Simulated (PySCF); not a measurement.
# TlBr+: from the state search to spectroscopic constants

The task here is to estimate one member of a computed series from the others.

Program: PySCF 2.14.0. Level of theory: Tl def2-SVP with ECP60, Br def2-SVP, scalar-relativistic core potentials. These are calculated values, not measurements.

Set-up of the first run:

Settings of the job:

| Quantity | Value |
| --- | --- |
| atoms | Tl, Br |
| charge | 1 |
| basis | Tl def2-SVP with ECP60, Br def2-SVP |
| Hamiltonian | scalar-relativistic core potentials |
| basis functions | 58 |
| electrons treated | 55 |
| masses in u | 204.9744, 78.9183 |
| levels | PBE0, PBE, r²SCAN, MN15, M06-2X, M06, LC-ωPBE, HF, MP2, SCS-MP2, CCSD, CCSD(T) |
| grid | 80 radial by 434 angular points |
| occupations | held fixed by the projection of orbital angular momentum |
| dissociation limit | Tl+ + Br, each in its ground configuration |
| starting distance in angstrom | 2.645 |
| values of 2S to try | 1, 3 |

Started as:

```
> OMP_NUM_THREADS=1 python dia.py task.json out
```

Steps of the session up to this table: Set-up; The PBE0 curve of the state that the search chose; Higher solutions at PBE0; PBE (GGA); r²SCAN; MN15; M06-2X; M06 (hybrid meta-GGA); LC-ωPBE (range-separated hybrid); UHF (mean field); MP2 and coupled cluster.

One of the session's tables, all rows but one given; the rest of the session is left out.

Energy (eV) from each level's lowest point:

```
R (Å)    UHF  UHF-MP2  UHF-SCS-MP2  UHF-CCSD  UHF-CCSD(T)
2.847  0.431    0.287        0.316       n/a          n/a
2.979  0.241    0.134        0.154     0.150        0.139
3.111  0.124    0.050        0.063     0.060        0.053
3.211      ?        ?            ?         ?            ?
3.310  0.033    0.003        0.006     0.006        0.004
3.409  0.012    0.000        0.000     0.000        0.000
3.542  0.000    0.009        0.004     0.005        0.008
3.707  0.000    0.030        0.022     0.024        0.029
3.906  0.013    0.063        0.051     0.054        0.061
4.171  0.039    0.108        0.092       n/a          n/a
```

**Question.** Estimate the row for R (Å) = 3.211.

Worked estimate for «UHF». A straight line through the neighbours (3.111, 0.124) and (3.310, 0.033) gives 0.124 + (0.033 − 0.124) × (3.211 − 3.111) / (3.310 − 3.111) = 0.078; a parabola fitted to 4 rows on both sides gives 0.067.

As computed: UHF: 0.068; UHF-MP2: 0.018; UHF-SCS-MP2: 0.026; UHF-CCSD: 0.024; UHF-CCSD(T): 0.020. In «UHF» the line misses by +0.010 and the parabola by -0.001.
